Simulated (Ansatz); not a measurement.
What does this script print? It uses the Ansatz DFT code, driven from Python.

`run_states.py`
```python
import ansatz
import numpy as np

BASIS = "def2-SVP"
FUNCTIONAL = "hf"


def main() -> None:
    geometry_ang = [
        ("Cl", (-1.8674, 0.7789, 0.3939)),
        ("Ge", (-0.0056, -0.0089, -0.199)),
        ("I", (1.2886, -0.6123, 1.866)),
        ("H", (-0.1544, -1.2661, -1.0601)),
        ("H", (0.7886, 1.0347, -1.0423)),
    ]
    mol = ansatz.Crystal.molecule()
    for symbol, xyz in geometry_ang:
        mol = mol.atom(symbol, xyz)
    symbols = [site.symbol for site in mol.cartesian_sites]

    start = np.array([site.position_ang for site in mol.cartesian_sites])
    for factor in [1.0, 1.5]:
        xyz = (start - start.mean(axis=0)) * factor
        scaled = ansatz.Crystal.molecule()
        for symbol, place in zip(symbols, xyz):
            scaled = scaled.atom(symbol, place.tolist())
        calculation = (
            scaled.calculation()
            .basis(gaussian=BASIS)
            .functional(FUNCTIONAL)
            .spin("collinear")
        )
        for search in ("off", "standard"):
            try:
                data = calculation.scf(lower_state_search=search).run(threads=1, backend="cpu").report
            except ansatz.AnsatzError as error:
                print(f"x{factor} search {search}: {type(error).__name__}")
                continue
            state = data["mean_field"]["state"]
            print(f"all distances x{factor}, search {search:8s} E = {data['free_energy_ev']:.5f} eV  <S^2> = {abs(state['spin_squared']):.3f}  other states met: {len(data['mean_field']['others'])}")


if __name__ == "__main__":
    main()
```

```console
$ python run_states.py
all distances x1.0, search off      E = -77072.24487 eV  <S^2> = 0.000  other states met: 0
all distances x1.0, search standard E = -77072.24487 eV  <S^2> = 0.000  other states met: 0
all distances x1.5, search off      E = -77062.09180 eV  <S^2> = 0.000  other states met: 0
all distances x1.5, search standard E = -77064.79753 eV  <S^2> = 1.868  other states met: 13
```

Reading the output:
- Total energies depend on the basis set; only differences at equal settings carry meaning.
- The count of other states can hold repeated and symmetry-equivalent ends of the search; scaling all distances is a test, and for more than two atoms no physical path.
- The geometry comes from a force field and isn't relaxed at this level.
- def2 sets replace the cores of elements past krypton by effective core potentials.
- The expectation value of S² is noticeably off S(S+1) in at least one run, so that state is spin-contaminated.
- It ran for 73 s on 1 thread of Arm Neoverse V2, on a shared host, peak memory 0.38 GiB.
